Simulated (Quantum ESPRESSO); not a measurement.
# AlCl2 (P4mm) in Quantum ESPRESSO: a series of runs, part 2 of 2

Quantum ESPRESSO 7.5.

**3. Phonons, PBEsol, target pressure 15 GPa, at which the enthalpy is minimised**

pw.in

```
&CONTROL
  calculation = 'scf'
  prefix = 'pwscf'
  outdir = './tmp'
  pseudo_dir = './pseudo'
  tprnfor = .true.
  tstress = .true.
  disk_io = 'low'
/
&SYSTEM
  ibrav = 0
  celldm(1) = 8
  nat = 3
  ntyp = 2
  ecutwfc = 58
  nbnd = 15
  occupations = 'smearing'
  smearing = 'fd'
  degauss = 0.00367493
/
&ELECTRONS
  conv_thr = 6d-10
  electron_maxstep = 120
  mixing_beta = 0.5
/
ATOMIC_SPECIES
Al    26.9815 Al.upf
Cl    35.4500 Cl.upf
CELL_PARAMETERS alat
  1.0928613573762   0.0000000000000   0.0000000000000
  0.0000000000000   1.0928613573762   0.0000000000000
  0.0000000000000   0.0000000000000   0.8910310885183
ATOMIC_POSITIONS crystal
Al     0.0000000000    0.0000000000    0.5210344500
Cl     0.5000000000    0.0000000000    0.3620176100
Cl     0.0000000000    0.5000000000    0.3620176100
K_POINTS automatic
4 4 6 1 1 1
```

relax.in

```
&CONTROL
  calculation = 'vc-relax'
  prefix = 'pwscf'
  outdir = './tmp'
  pseudo_dir = './pseudo'
  tprnfor = .true.
  tstress = .true.
  disk_io = 'low'
  nstep = 40
  forc_conv_thr = 0.0001
  etot_conv_thr = 1d-06
/
&SYSTEM
  ibrav = 0
  celldm(1) = 8
  nat = 3
  ntyp = 2
  ecutwfc = 58
  nbnd = 15
  occupations = 'smearing'
  smearing = 'fd'
  degauss = 0.00367493
/
&ELECTRONS
  conv_thr = 6d-10
  electron_maxstep = 120
  mixing_beta = 0.5
/
&IONS
  ion_dynamics = 'bfgs'
/
&CELL
  cell_dynamics = 'bfgs'
  press = 150
  press_conv_thr = 0.2
/
ATOMIC_SPECIES
Al    26.9815 Al.upf
Cl    35.4500 Cl.upf
CELL_PARAMETERS alat
  1.0928613573762   0.0000000000000   0.0000000000000
  0.0000000000000   1.0928613573762   0.0000000000000
  0.0000000000000   0.0000000000000   0.8910310885183
ATOMIC_POSITIONS crystal
Al     0.0000000000    0.0000000000    0.5210344500
Cl     0.5000000000    0.0000000000    0.3620176100
Cl     0.0000000000    0.5000000000    0.3620176100
K_POINTS automatic
4 4 6 1 1 1
```

scf2.in

```
&CONTROL
  calculation = 'scf'
  prefix = 'pwscf'
  outdir = './tmp'
  pseudo_dir = './pseudo'
  tprnfor = .true.
  tstress = .true.
  disk_io = 'low'
/
&SYSTEM
  ibrav = 0
  celldm(1) = 8
  nat = 3
  ntyp = 2
  ecutwfc = 58
  nbnd = 15
  occupations = 'smearing'
  smearing = 'fd'
  degauss = 0.00367493
/
&ELECTRONS
  conv_thr = 1d-13
  electron_maxstep = 120
  mixing_beta = 0.5
  startingpot = 'file'
  startingwfc = 'file'
/
ATOMIC_SPECIES
Al    26.9815 Al.upf
Cl    35.4500 Cl.upf
CELL_PARAMETERS alat
  0.9738540507689   0.0000000000000   0.0000000000000
  0.0000000000000   0.9738540507689   0.0000000000000
  0.0000000000000   0.0000000000000   0.7057372984047
ATOMIC_POSITIONS crystal
Al     0.0000000000    0.0000000000    0.6839423830
Cl     0.5000000000    0.0000000000    0.2805636435
Cl     0.0000000000    0.5000000000    0.2805636435
K_POINTS automatic
4 4 6 1 1 1
```

ph.in

```
phonons of AlCl2
&INPUTPH
  prefix = 'pwscf'
  outdir = './tmp'
  tr2_ph = 1d-18
  fildyn = 'dyn'
  niter_ph = 90
  alpha_mix(1) = 0.4
/
0.0000000000 0.0000000000 0.0000000000
```

dynmat.in

```
&INPUT
  fildyn = 'dyn'
  asr = 'crystal'
  filout = 'dynmat.disp'
  fileig = 'dynmat.eig'
/
```

Potentials or basis: PseudoDojo 0.4.1 SR PBEsol standard.

Started as:

```sh
> OMP_NUM_THREADS=1 pw.x -in pw.in > pw.out
> OMP_NUM_THREADS=1 pw.x -in relax.in > relax.out
> OMP_NUM_THREADS=1 pw.x -in scf2.in > scf2.out
> OMP_NUM_THREADS=1 ph.x -in ph.in > ph.out
> OMP_NUM_THREADS=1 dynmat.x -in dynmat.in > dynmat.out
```

pw.out:

```text
This program is part of the open-source Quantum ESPRESSO suite
     for quantum simulation of materials; please cite
[... 9 lines left out ...]
     --------------------
     sticks:   dense  smooth     PW     G-vecs:    dense   smooth      PW
     Sum        1413    1413    405                32583    32583    5023

     Using Slab Decomposition

     bravais-lattice index     =            0
     lattice parameter (alat)  =       8.0000  a.u.
     unit-cell volume          =     544.8701 (a.u.)^3
     number of atoms/cell      =            3
     number of atomic types    =            2
     number of electrons       =        17.00
     number of Kohn-Sham states=           15
     kinetic-energy cutoff     =      58.0000  Ry
     charge density cutoff     =     232.0000  Ry
     scf convergence threshold =      6.0E-10
[... 140 lines left out ...]
     ethr =  4.10E-12,  avg # of iterations =  2.9

     End of self-consistent calculation

          k = 0.1144 0.1144 0.0935 (  4065 PWs)   bands (ev):

   -13.3417 -12.3343  -3.5232  -2.7676  -0.8932  -0.2582   0.2226   0.4288
     1.6820   6.2643   8.5493   9.4340   9.5124  10.0852  11.5823
[... 38 lines left out ...]
   -12.7599 -12.5896  -4.7456  -1.5440  -1.4614  -1.1913  -0.8478   1.0786
     2.5419   6.3059   8.3200   8.3797   9.4913  10.7432  11.2338

     the Fermi energy is     3.2400 ev

!    total energy              =     -70.23248119 Ry
     estimated scf accuracy    <          3.1E-11 Ry
     smearing contrib. (-TS)   =      -0.00143046 Ry
     internal energy E=F+TS    =     -70.23105072 Ry

     The total energy is F=E-TS. E is the sum of the following terms:
     one-electron contribution =     -15.65521099 Ry
     hartree contribution      =      14.31136904 Ry
     xc contribution           =     -19.79892103 Ry
     ewald contribution        =     -49.08828774 Ry

     convergence has been achieved in   9 iterations

     Forces acting on atoms (cartesian axes, Ry/au):

     atom    1 type  1   force =     0.00000000    0.00000000   -0.01240326
     atom    2 type  2   force =     0.00000000    0.00000000    0.00620163
     atom    3 type  2   force =     0.00000000    0.00000000    0.00620163

     Total force =     0.015191     Total SCF correction =     0.000002

     Computing stress (Cartesian axis) and pressure

          total   stress  (Ry/bohr**3)                   (kbar)     P=       -9.84
  -0.00003222   0.00000000   0.00000000           -4.74        0.00        0.00
   0.00000000  -0.00003222   0.00000000            0.00       -4.74        0.00
   0.00000000   0.00000000  -0.00013619            0.00        0.00      -20.03

=------------------------------------------------------------------------------=
   JOB DONE.
=------------------------------------------------------------------------------=
```

It took 4.1 min on 1 thread of Arm Neoverse V1, shared host; peak memory 0.06 GiB.

What came out:

| Item | Value |
| --- | --- |
| Free energy | -954.9716 eV |
| Relaxed volume | 16.93 Å³/atom |
| Relaxed cell | a = 4.123 Å, b = 4.123 Å, c = 2.988 Å, α = 90.00°, β = 90.00°, γ = 90.00° |
| Space group after relaxing (to 0.05 Å) | P4mm (No. 99) |
| Pressure after relaxing | 15.0 GPa |
| Band gap on the k mesh | none (metal or under the smearing width) |
| Highest phonon frequency at Γ | 320 cm⁻¹ |
| Most unstable mode | 117i cm⁻¹ |

The path:
```
step  energy change (eV)  largest force (eV/Å)  pressure (GPa)  volume (Å³)
   1              0.0000                0.3189           -0.98        80.74
   2              0.0108                0.0256            1.93        74.34
   3              0.1740                0.5775            6.44        66.64
   4              0.5443                1.1637           14.97        57.92
   5              0.9377                1.3341           24.26        51.77
   6              0.6858                1.0144           19.53        53.03
   7              0.5153                0.7119           15.68        54.09
   8              0.4482                0.6120           14.13        54.63
   9              0.4278                0.5487           13.54        54.69
  10              0.4024                0.4687           12.82        54.73
  11              0.3862                0.3565           12.18        54.56
  12              0.3839                0.1889           11.61        54.13
  13              0.4295                0.0205           11.62        53.11
  14              0.5279                0.1016           12.96        51.67
  15              0.5840                0.0649           14.10        50.87
  16              0.6151                0.0430           14.76        50.53
  17              0.6124                0.0407           14.85        50.55
  18              0.5955                0.0217           14.90        50.71
  19              0.5872                0.0030           15.01        50.80
  20              0.5889                0.0003           15.00        50.78
  21              0.5888                0.0001           15.00        50.78
```

Final structure:
```cif
data_structure
_symmetry_space_group_name_H-M 'P 1'
_symmetry_Int_Tables_number 1
_cell_length_a 4.1227
_cell_length_b 4.1227
_cell_length_c 2.9877
_cell_angle_alpha 90.000
_cell_angle_beta 90.000
_cell_angle_gamma 90.000
_cell_volume 50.78
loop_
_atom_site_label
_atom_site_type_symbol
_atom_site_fract_x
_atom_site_fract_y
_atom_site_fract_z
_atom_site_occupancy
Al1 Al 0.00000 0.00000 0.68394 1
Cl1 Cl 0.50000 0.00000 0.28056 1
Cl2 Cl 0.00000 0.50000 0.28056 1
```

Phonon frequencies in cm⁻¹ (negative: imaginary):
```csv
q point,frequencies
"(0.000, 0.000, 0.000)",-117 -3 -3 3 104 104 121 320 320
```

Optical modes at Γ, degenerate ones joined:
```
cm⁻¹  components  symmetry     active in
117i           1        B1         Raman
 104           2         E  IR and Raman
 121           1        A1  IR and Raman
 320           2         E  IR and Raman
```

Caveat: the k mesh is coarse; the mesh is thin for the phonons of a metal; some modes are imaginary; the volume moved by over 15 % at a fixed basis, so the end points are rough; the cell is more than 3 GPa from zero pressure, which shifts response properties; the layers were relaxed without a dispersion term, so their spacing and the soft interlayer modes are unreliable; this functional lacks dispersion, which binds the layers, so the pressure and a relaxed spacing across them are unreliable; an odd number of electrons without spin polarisation forces a metal; a magnetic or distorted state may lie lower.
